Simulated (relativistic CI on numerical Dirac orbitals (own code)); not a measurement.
# Tc⁴⁺: resonant inelastic X-ray scattering at the L2,3 edge

Which low excitations of Tc⁴⁺ show in RIXS, and at which incident energy? 6 crystal fields.

The numbers are computed with relativistic CI on numerical Dirac orbitals (own code) version 3 (Dirac-Coulomb-Breit CI, KLI orbitals optimised for each configuration, model QED (radiative potential, 1s self-energy scaled to tabulated hydrogen-like ionisation energies), valence Slater integrals scaled by 0.8, Kramers-Heisenberg scattering through one core-hole configuration in a parametric crystal field), except any that are marked as measured or tabulated.

## 1. Starting point

- ion: Tc⁴⁺ (Tc V)
- nuclear charge: 43
- electrons: 39
- configurations: [Kr] 4d3 → [He] 2s2 2p5 3s2 3p6 3d10 4s2 4p6 4d4
- temperature: 80 K
- core-hole width: 1.6 eV
- field 1 (cm⁻¹): Td, 10Dq = -3200
- field 2 (cm⁻¹): Td, 10Dq = -7250
- field 3 (cm⁻¹): Td, 10Dq = -11350
- field 4 (cm⁻¹): Td, 10Dq = -15400
- field 5 (cm⁻¹): Td, 10Dq = -19400
- field 6 (cm⁻¹): Td, 10Dq = -23450

## 2. Field 1: Td, 10Dq = -3200

Settings of the run:

```ini
atom Tc  Z=43  charge=4  electrons=39
nucleus A=97  rms_radius_fm=4.4112
hamiltonian dirac-coulomb  breit=on  qed=on  c_scale=1
orbitals kli  potential=per-configuration
slater_scale 0.8
correlation none
mixing on
configurations
  [Kr] 4d3
  [He] 2s2 2p5 3s2 3p6 3d10 4s2 4p6 4d4
end
rixs L2,3 T=80 core_hole_width=1.6
crystal_field Td 10Dq=-3200
```

Started as:

```bash
$ python run_levels.py task.json out
```

task.json lists these runs, among others, and the program works through them in turn.

## 3. Field 2: Td, 10Dq = -7250

The settings differ from step 2 so:

```diff
@@ -12,2 +12,2 @@
 rixs L2,3 T=80 core_hole_width=1.6
-crystal_field Td 10Dq=-3200
+crystal_field Td 10Dq=-7250
```

## 4. Field 3: Td, 10Dq = -11350

The settings differ from step 3 so:

```diff
@@ -12,2 +12,2 @@
 rixs L2,3 T=80 core_hole_width=1.6
-crystal_field Td 10Dq=-7250
+crystal_field Td 10Dq=-11350
```

## 5. Field 4: Td, 10Dq = -15400

The settings differ from step 4 so:

```diff
@@ -12,2 +12,2 @@
 rixs L2,3 T=80 core_hole_width=1.6
-crystal_field Td 10Dq=-11350
+crystal_field Td 10Dq=-15400
```

## 6. Field 5: Td, 10Dq = -19400

The settings differ from step 5 so:

```diff
@@ -12,2 +12,2 @@
 rixs L2,3 T=80 core_hole_width=1.6
-crystal_field Td 10Dq=-15400
+crystal_field Td 10Dq=-19400
```

## 7. Field 6: Td, 10Dq = -23450

The settings differ from step 6 so:

```diff
@@ -12,2 +12,2 @@
 rixs L2,3 T=80 core_hole_width=1.6
-crystal_field Td 10Dq=-19400
+crystal_field Td 10Dq=-23450
```

(Steps that only read results are left out.)

What does the calculation give? Wanted: incident energies, field 1.

As calculated:

| field | S, thermal mean | first incident energy (eV) | lowest loss over 0.08 eV (eV) | strongest such loss there (eV) | its level |
| --- | --- | --- | --- | --- | --- |
| 1: Td | 1.49 | 2684.8 | 0.193 | 1.651 | G6, S = 1.4 |
| 2: Td | 1.48 | 2684.8 | 0.190 | 1.960 | G6, S = 1.1 |
| 3: Td | 1.43 | 2684.9 | 0.203 | 0.555 | G8, S = 0.6 |
| 4: Td | 1.01 | 2684.5 | 0.209 | 2.403 | G8, S = 0.6 |
| 5: Td | 0.61 | 2684.7 | 0.604 | 2.202 | G8, S = 0.5 |
| 6: Td | 0.54 | 2684.9 | 1.080 | 2.676 | G8, S = 0.5 |

| quantity | value |
| --- | --- |
| incident energies, field 1 | 2684.8, 2801.4 eV |
| strongest loss over 0.08 eV, field 1 | 1.65 eV |

In field 1 the strongest loss over 0.08 eV at the first resonance is 1.65 eV (G6, S = 1.4). Spin-orbit coupling in the valence shell mixes spin states, so S is only an average. The ground spin differs between the fields. Only the lowest levels kept in the record count, and labels are spin-orbit irreps. Polarisations are summed, and charge-transfer losses are outside the model.
